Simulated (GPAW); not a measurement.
The system is HPbNO4.

```
H Pb N O
1.0
     4.27531   -0.00040    0.00636
    -2.08399    5.20775   -0.04907
    -2.12377   -1.86574    4.91491
H Pb N O
1 1 1 4
Cartesian
  2.2338 -1.5247 4.4769
  0.1373 4.0030 0.6652
  -2.0197 1.5311 2.4473
  2.2736 4.7756 0.1022
  -1.9905 2.6889 2.9560
  2.2225 1.4102 1.1945
  -2.0163 0.5081 3.1892
```

The cell was built by a generator and needn't be a form met in nature.

Base run:

```yaml
Program: GPAW 26.7.0
Functional: PBE
Potentials_or_basis: GPAW PAW data sets (gpaw-data 1.2.1)
Cutoff: 800 eV
Basis: pw
k_mesh: 6 × 4 × 4
Occupations: fermi-dirac, width 0.05 eV
Spin: no spin polarisation
```

Its results: band gap on the k mesh 2.86 eV, indirect (least direct gap 3.17 eV); pressure -0.3 GPa; largest force 0.118 eV/Å.

Task: The run is repeated on the same cell with these changes: functional from PBE to PBEsol; potentials or basis from GPAW PAW data sets (gpaw-data 1.2.1) to PAW data sets generated in the run's folder for this functional. What comes out?

Result: Band gap on the k mesh 2.87 eV, indirect (least direct gap 3.19 eV); pressure -2.8 GPa; largest force 0.413 eV/Å.

Caveats: spin-orbit coupling is left out, which as a rule narrows the gap of such compounds by several tenths of an eV.

A k mesh can miss the band edges.
